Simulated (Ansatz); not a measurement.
# CH₄GeTe: small, medium and large basis sets

How large a basis does CH₄GeTe need? Two functionals are run in growing sets.

Program: Ansatz 0.2.0, Gaussian basis. Level of theory: one geometry, several basis sets. These are calculated values, not measurements.

Levels to be run: PBE0-D4/def2-SVP; ωB97M-V/def2-SVP; PBE0-D4/def2-QZVPP; ωB97M-V/def2-QZVPP; the functionals' def2-TZVPP values are taken from earlier runs.

## Step 1: The relaxed structure

All runs share one geometry, relaxed beforehand with PBE0-D4 in a triple-zeta def2 set. Te takes the def2 core potential; no spin-orbit term is included.

SMILES `[CH2]1[GeH2][Te]1`, 7 atoms, charge 0, spin multiplicity 1.

Atoms are counted from 1 here; the program's logs count them from 0.

Bond lengths: C1–Ge2 1.927 Å, C1–Te3 2.211 Å, C1–H4 1.084 Å, C1–H5 1.084 Å, Ge2–Te3 2.512 Å, Ge2–H6 1.528 Å, Ge2–H7 1.528 Å. Angles: Ge2–C1–Te3 74.4°, Ge2–C1–H4 118.4°, Ge2–C1–H5 118.4°, Te3–C1–H4 112.2°, Te3–C1–H5 112.2°, H4–C1–H5 114.4°, C1–Ge2–Te3 58.0°, C1–Ge2–H6 118.1°, C1–Ge2–H7 118.1°, Te3–Ge2–H6 117.7°, Te3–Ge2–H7 117.7°, H6–Ge2–H7 115.3°, C1–Te3–Ge2 47.6°.

Geometry (Å):

```xyz
7
charge 0, multiplicity 1
C    -0.7121   -0.5847   -0.3256
Ge    0.7668    0.3837    0.4422
Te   -0.6865    1.3739   -1.3519
H    -0.4965   -1.4036   -1.0018
H    -1.6052   -0.7213    0.2728
H     0.6122    0.9254    1.8624
H     2.1827   -0.0412    0.0563
```

## Step 2: PBE0-D4 in def2-SVP

Input file in.yaml:

```yaml
crystal:
  periodic: [false, false, false]
  atoms:
    - {symbol: C, position_ang: [-0.712131, -0.584712, -0.325627]}
    - {symbol: Ge, position_ang: [0.766784, 0.383685, 0.442171]}
    - {symbol: Te, position_ang: [-0.686548, 1.373927, -1.351878]}
    - {symbol: H, position_ang: [-0.496545, -1.403590, -1.001836]}
    - {symbol: H, position_ang: [-1.605176, -0.721349, 0.272795]}
    - {symbol: H, position_ang: [0.612173, 0.925375, 1.862411]}
    - {symbol: H, position_ang: [2.182743, -0.041235, 0.056264]}
basis:
  gaussian: {orbitals: def2-SVP}
hamiltonian: {xc: pbe0, dispersion: d4}
output: {orbitals: {seedname: orbitals}}
```

The run is started by

```
$ ansatz run in.yaml --threads 2 --pin off --events-out ev --progress --plain --max-ram 4352MiB
```

Further steps of the session: ωB97M-V in def2-SVP; PBE0-D4 in def2-QZVPP; ωB97M-V in def2-QZVPP.

**Question.** What will the summary of the whole plan be? Wanted: PBE0-D4: double and triple zeta above quadruple; ωB97M-V: double and triple zeta above quadruple.

As calculated:

| quantity | value |
| --- | --- |
| PBE0-D4: double and triple zeta above quadruple | 10.02, 1.33 eV |
| ωB97M-V: double and triple zeta above quadruple | 10.07, 1.30 eV |

For PBE0-D4 the step from double to triple zeta gains 8.69 eV and the next only 1.33 eV. These are total energies; as a rule much of such shifts cancels in differences, which this series doesn't test.
